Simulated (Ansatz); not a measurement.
# GeSi: the cost of one run

Computed with Ansatz 0.2.0, Gaussian basis. Level: aug-cc-pVTZ, core rule «outside noble gas», up to 19 orbitals frozen.

To be run: UHF; CCSD(T) on ROHF; CCSD(T) on UHF; BCCD(T) on ROHF; CCSDT(Q) on ROHF; CCSDT(Q) on UHF; CASSCF and MRCISD+Q, 9 electrons in 8 orbitals; CASSCF and NEVPT2, 9 electrons in 8 orbitals.

5 further runs of the same task are left out: 5 set aside as unsound or not needed.

## (1) The geometry

The geometry is a PBE0/def2-TZVPD stationary point (not a proven minimum). No spin-orbit coupling is included. The filled d shell of Ge may be among the frozen orbitals whatever the setting's name suggests; the logs give the count.

2 atoms, charge -1, spin multiplicity 4.

Atoms are counted from 1 here; the program's logs count them from 0.

Bond lengths: Si1–Ge2 2.463 Å.

Geometry (Å):

```xyz
2

Si    0.0000    0.0000    0.0000
Ge    0.0000    0.0000    2.4635
```

## (2) UHF

in.yaml reads:

```yaml
crystal:
  periodic: [false, false, false]
  atoms:
    - {symbol: Si, position_ang: [0.000000, 0.000000, 0.000000]}
    - {symbol: Ge, position_ang: [0.000000, 0.000000, 2.463500]}
basis:
  gaussian: {orbitals: aug-cc-pVTZ}
total_charge: -1
magnetization: {spin_polarized: true, initial_magnetization: 3}
hamiltonian: {xc: hf}
output: {orbitals: {seedname: orbitals}}
```

Run with:

```console
> ansatz run in.yaml --threads 1 --pin off --events-out ev --progress --plain --max-ram 2816MiB --backend cpu
```

**Question.** How long does this run take on 1 thread of AMD EPYC 7R13, shared host, and how much memory does it need?

About 26 s, with a peak of 0.4 GiB.
